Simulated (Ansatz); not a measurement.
# CH₆FNSi: basis-set convergence

How large a basis does CH₆FNSi need? Two functionals are run in growing sets.

Computed with Ansatz 0.2.0, Gaussian basis. Level: one geometry, several basis sets.

Levels to be run: PBE0-D4/def2-SVP; ωB97M-V/def2-SVP; PBE0-D4/def2-QZVPP; ωB97M-V/def2-QZVPP; the functionals' def2-TZVPP values are taken from earlier runs.

## 1. The geometry

An earlier PBE0-D4 in a triple-zeta def2 set relaxation fixed the geometry.

SMILES `FCN[SiH3]`, 10 atoms, charge 0, spin multiplicity 1.

Atoms are counted from 1 here; the program's logs count them from 0.

Bond lengths: F1–C2 1.402 Å, C2–N3 1.404 Å, C2–H5 1.093 Å, C2–H6 1.093 Å, N3–Si4 1.733 Å, N3–H7 1.009 Å, Si4–H8 1.485 Å, Si4–H9 1.485 Å, Si4–H10 1.488 Å. Angles: F1–C2–N3 112.9°, F1–C2–H5 105.9°, F1–C2–H6 106.1°, N3–C2–H5 111.3°, N3–C2–H6 110.2°, H5–C2–H6 110.2°, C2–N3–Si4 123.3°, C2–N3–H7 113.7°, Si4–N3–H7 118.1°, N3–Si4–H8 107.5°, N3–Si4–H9 106.5°, N3–Si4–H10 115.0°, H8–Si4–H9 111.2°, H8–Si4–H10 108.1°, H9–Si4–H10 108.6°.

## 2. PBE0-D4 in def2-SVP

Contents of in.yaml:

```yaml
crystal:
  periodic: [false, false, false]
  atoms:
    - {symbol: F, position_ang: [-1.309633, 0.908559, -1.435589]}
    - {symbol: C, position_ang: [-0.160834, 1.172256, -0.677100]}
    - {symbol: N, position_ang: [0.561631, 0.010845, -0.359387]}
    - {symbol: Si, position_ang: [0.076065, -1.102028, 0.877581]}
    - {symbol: H, position_ang: [0.440083, 1.862893, -1.273502]}
    - {symbol: H, position_ang: [-0.506721, 1.664109, 0.235776]}
    - {symbol: H, position_ang: [1.119043, -0.340950, -1.123068]}
    - {symbol: H, position_ang: [1.266307, -1.912020, 1.240809]}
    - {symbol: H, position_ang: [-0.384937, -0.280639, 2.025692]}
    - {symbol: H, position_ang: [-1.018006, -2.034226, 0.491686]}
basis:
  gaussian: {orbitals: def2-SVP}
hamiltonian: {xc: pbe0, dispersion: d4}
output: {orbitals: {seedname: orbitals}}
```

Started as:

```
$ ansatz run in.yaml --threads 2 --pin off --events-out ev --progress --plain --max-ram 4352MiB
```

What it wrote:

```text
Functional definition: PBE0
  name "PBE0"
  cite "Adamo & Barone, J. Chem. Phys. 110, 6158 (1999) doi:10.1063/1.478522"
  cite "Perdew, Burke & Ernzerhof, Phys. Rev. Lett. 77, 3865 (1996) doi:10.1103/PhysRevLett.77.3865"
  parent pbe
  parameter a = 0.25
  parameter kappa = 0.804
  parameter beta = 0.06672455060314922
  exchange = (1 - a)*pbe_x(kappa = kappa, mu = beta*pi^2/3) + a*exact_x
  correlation = pbe_c(beta = beta)
1022 factors; their error is unknown
mean field evaluation 1: about -13200.2579 eV, gradient 4.3e1 eV
mean field evaluation 2: about -13197.4919 eV, gradient 5.5e1 eV
mean field evaluation 4: about -13203.9180 eV, gradient 2.6e0 eV
mean field evaluation 8: about -13203.9289 eV, gradient 1.6e-2 eV
mean field evaluation 16: about -13203.9723 eV, gradient 2.8e-5 eV
mean field -13203.97233068 eV, -485.2370331785 hartree, gradient 2.8e-5 eV, S^2 0.000000; 0 other end points of the search recorded, 0 dependent functions left out
reference -13203.97235517 eV, -485.2370340785 hartree; 21, 21 occupied and 69, 69 virtual orbitals, 1022 factors
Total energy: -13204.11063352 eV, -485.2421157142 hartree
```

Run time: 1.2 s. Hardware: 2 threads of Arm Neoverse V1, shared host.

## 3. ωB97M-V in def2-SVP

Changes to in.yaml since step 2:

```diff
@@ -15,3 +15,3 @@
   gaussian: {orbitals: def2-SVP}
-hamiltonian: {xc: pbe0, dispersion: d4}
+hamiltonian: {xc: {name: wB97M-V}}
 output: {orbitals: {seedname: orbitals}}
```

Same command.

What it wrote:

```text
Functional definition: wB97M-V
  name "wB97M-V"
  cite "Mardirossian & Head-Gordon, J. Chem. Phys. 144, 214110 (2016) doi:10.1063/1.4952647"
  cite "Becke, J. Chem. Phys. 107, 8554 (1997) doi:10.1063/1.475007"
  cite "Vydrov & Van Voorhis, J. Chem. Phys. 133, 244103 (2010) doi:10.1063/1.3521275"
  # Of w^i u^j: cxij and so on, Table III.
  parameter omega = 0.3/bohr
  parameter cx = 0.15
  parameter cx01 = 1.007
  parameter cx10 = 0.259
  parameter css00 = 0.443
  parameter css04 = -1.437
  parameter css10 = -4.535
  parameter css20 = -3.390
  parameter css43 = 4.278
  parameter cos00 = 1.000
  parameter cos10 = 1.358
  parameter cos20 = 2.924
  parameter cos21 = -8.812
  parameter cos60 = -1.390
  parameter cos61 = 9.142
  parameter b = 6.0
  parameter c = 0.01
  gx(w, u) = 1 - cx + cx01*u + cx10*w
  gss(w, u) = css00 + css04*u^4 + css10*w + css20*w^2 + css43*w^4*u^3
  gos(w, u) = cos00 + cos10*w + (cos20 + cos21*u)*w^2 + (cos60 + cos61*u)*w^6
  exchange = spin_sum(e_x_unif_sr(omega)*gx(b97_w, b97_u_x)) + cx*exact_x_sr(omega) + exact_x_lr(omega)
  correlation = spin_sum(e_c_pw_mod_same_spin*gss(b97_w, b97_u_same))
      + integral(e_c_pw_mod_opposite_spin*gos(b97_w_opposite, b97_u_opposite)) + vv10(b, c)
1022 factors; their error is unknown
274 factors; integrals over basis functions are off by at most 6.2e-6 eV
mean field evaluation 1: about -13207.4963 eV, gradient 3.8e1 eV
mean field evaluation 2: about -13208.1001 eV, gradient 3.4e1 eV
mean field evaluation 4: about -13210.1752 eV, gradient 8.3e-1 eV
mean field evaluation 8: about -13210.1766 eV, gradient 2.4e-1 eV
mean field -13210.17672838 eV, -485.4650405886 hartree, gradient 6.0e-5 eV, S^2 0.000000; 0 other end points of the search recorded, 0 dependent functions left out
reference -13210.17676724 eV, -485.4650420167 hartree; 21, 21 occupied and 69, 69 virtual orbitals, 1022 factors
Total energy: -13210.17676724 eV, -485.4650420167 hartree
```

Wall time 5.5 s (2 threads of Arm Neoverse V1, shared host).

## 4. PBE0-D4 in def2-QZVPP

Changes to in.yaml since step 3:

```diff
@@ -14,4 +14,4 @@
 basis:
-  gaussian: {orbitals: def2-SVP}
-hamiltonian: {xc: {name: wB97M-V}}
+  gaussian: {orbitals: "def2-QZVPP.json"}
+hamiltonian: {xc: pbe0, dispersion: d4}
 output: {orbitals: {seedname: orbitals}}
```

Same command.

What it wrote:

```text
Functional definition: PBE0
  name "PBE0"
  cite "Adamo & Barone, J. Chem. Phys. 110, 6158 (1999) doi:10.1063/1.478522"
  cite "Perdew, Burke & Ernzerhof, Phys. Rev. Lett. 77, 3865 (1996) doi:10.1103/PhysRevLett.77.3865"
  parent pbe
  parameter a = 0.25
  parameter kappa = 0.804
  parameter beta = 0.06672455060314922
  exchange = (1 - a)*pbe_x(kappa = kappa, mu = beta*pi^2/3) + a*exact_x
  correlation = pbe_c(beta = beta)
1294 factors; their error is unknown
mean field evaluation 1: about -13207.9773 eV, gradient 5.6e1 eV
mean field evaluation 2: about -13201.4389 eV, gradient 7.6e1 eV
mean field evaluation 4: about -13213.7138 eV, gradient 4.5e0 eV
mean field evaluation 8: about -13213.7416 eV, gradient 5.6e-2 eV
mean field evaluation 16: about -13213.7475 eV, gradient 1.1e-5 eV
mean field -13213.74747062 eV, -485.5962629455 hartree, gradient 1.1e-5 eV, S^2 0.000000; 0 other end points of the search recorded, 0 dependent functions left out
reference -13213.74750913 eV, -485.5962643608 hartree; 21, 21 occupied and 400, 400 virtual orbitals, 1294 factors
Total energy: -13213.88578748 eV, -485.6013459965 hartree
```

It took 10 s on 2 threads of Arm Neoverse V1, shared host; peak memory 1.1 GiB.

## 5. ωB97M-V in def2-QZVPP

Changes to in.yaml since step 4:

```diff
@@ -15,3 +15,3 @@
   gaussian: {orbitals: "def2-QZVPP.json"}
-hamiltonian: {xc: pbe0, dispersion: d4}
+hamiltonian: {xc: {name: wB97M-V}}
 output: {orbitals: {seedname: orbitals}}
```

Same command.

What it wrote:

```text
Functional definition: wB97M-V
  name "wB97M-V"
  cite "Mardirossian & Head-Gordon, J. Chem. Phys. 144, 214110 (2016) doi:10.1063/1.4952647"
  cite "Becke, J. Chem. Phys. 107, 8554 (1997) doi:10.1063/1.475007"
  cite "Vydrov & Van Voorhis, J. Chem. Phys. 133, 244103 (2010) doi:10.1063/1.3521275"
  # Of w^i u^j: cxij and so on, Table III.
  parameter omega = 0.3/bohr
  parameter cx = 0.15
  parameter cx01 = 1.007
  parameter cx10 = 0.259
  parameter css00 = 0.443
  parameter css04 = -1.437
  parameter css10 = -4.535
  parameter css20 = -3.390
  parameter css43 = 4.278
  parameter cos00 = 1.000
  parameter cos10 = 1.358
  parameter cos20 = 2.924
  parameter cos21 = -8.812
  parameter cos60 = -1.390
  parameter cos61 = 9.142
  parameter b = 6.0
  parameter c = 0.01
  gx(w, u) = 1 - cx + cx01*u + cx10*w
  gss(w, u) = css00 + css04*u^4 + css10*w + css20*w^2 + css43*w^4*u^3
  gos(w, u) = cos00 + cos10*w + (cos20 + cos21*u)*w^2 + (cos60 + cos61*u)*w^6
  exchange = spin_sum(e_x_unif_sr(omega)*gx(b97_w, b97_u_x)) + cx*exact_x_sr(omega) + exact_x_lr(omega)
  correlation = spin_sum(e_c_pw_mod_same_spin*gss(b97_w, b97_u_same))
      + integral(e_c_pw_mod_opposite_spin*gos(b97_w_opposite, b97_u_opposite)) + vv10(b, c)
1274 factors; their error is unknown
327 factors; integrals over basis functions are off by at most 9.1e-6 eV
mean field evaluation 1: about -13216.1391 eV, gradient 4.8e1 eV
mean field evaluation 2: about -13216.5636 eV, gradient 4.5e1 eV
mean field evaluation 4: about -13220.1519 eV, gradient 1.2e0 eV
mean field evaluation 8: about -13220.1577 eV, gradient 4.2e-2 eV
mean field evaluation 16: about -13220.1570 eV, gradient 1.8e-5 eV
mean field -13220.15696949 eV, -485.8318076846 hartree, gradient 1.8e-5 eV, S^2 0.000000; 0 other end points of the search recorded, 0 dependent functions left out
reference -13220.15703145 eV, -485.8318099615 hartree; 21, 21 occupied and 400, 400 virtual orbitals, 1274 factors
Total energy: -13220.15703145 eV, -485.8318099615 hartree
```

Run time: 22 s. Hardware: 2 threads of Arm Neoverse V1, shared host; peak memory 1.4 GiB.

## 6. Functionals by basis

The def2-TZVPP values come from earlier runs at the same geometry.

```tsv
functional	basis	functions	energy (eV)	from the largest (eV)	HOMO (eV)	LUMO (eV)
PBE0-D4	def2-SVP	90	-13204.1106	9.775	-7.62	0.92
PBE0-D4	def2-TZVPP	219	-13213.3124	0.573	-7.79	0.33
PBE0-D4	def2-QZVPP	421	-13213.8858	0.000	-7.82	0.12
ωB97M-V	def2-SVP	90	-13210.1768	9.980	-9.93	2.77
ωB97M-V	def2-TZVPP	219	-13219.6167	0.540	-10.12	1.92
ωB97M-V	def2-QZVPP	421	-13220.1570	0.000	-10.15	1.43
```

## 7. Results

| quantity | value |
| --- | --- |
| PBE0-D4: double and triple zeta above quadruple | 9.78, 0.57 eV |
| ωB97M-V: double and triple zeta above quadruple | 9.98, 0.54 eV |

**Reading.** For PBE0-D4 the step from double to triple zeta gains 9.20 eV and the next only 0.57 eV. These are total energies; as a rule much of such shifts cancels in differences, which this series doesn't test. The LUMO of ωB97M-V is positive and keeps falling with the basis (2.77 to 1.43 eV): an unbound level that the basis holds in place.

For PBE0-D4 the largest set took about 8 times as long as the smallest (10 s against 1.2 s).
